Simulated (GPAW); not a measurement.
The system is NaY.

```
Na Y
1.0
     4.01188    0.00000    0.00000
     0.00000    4.01188    0.00000
     0.00000    0.00000    4.01188
Na Y
1 1
Direct
  0.00000 0.00000 0.00000
  0.50000 0.50000 0.50000
```

The cell was built by a generator and needn't be a form met in nature.

Base run:

```yaml
Program: GPAW 26.7.0
Functional: LDA
Potentials_or_basis: the program's PAW data sets (release 1.2.1) made for this functional
Cutoff: 800 eV
Basis: pw
k_mesh: 7 × 7 × 7
Occupations: fermi-dirac, width 0.05 eV
Spin: no spin polarisation
```

Its results: pressure -2.2 GPa.

Task: After a change of settings the same cell gave: pressure 0.9 GPa. Which change was it?
A. functional from LDA to revPBE
B. functional from LDA to PBE; potentials or basis from the program's PAW data sets (release 1.2.1) made for this functional to GPAW PAW data sets (gpaw-data 1.2.1)
C. functional from LDA to PBEsol; potentials or basis from the program's PAW data sets (release 1.2.1) made for this functional to PAW data sets generated in the run's folder for this functional

Result: A.

revPBE binds less tightly than LDA, so the same cell stands under more pressure.
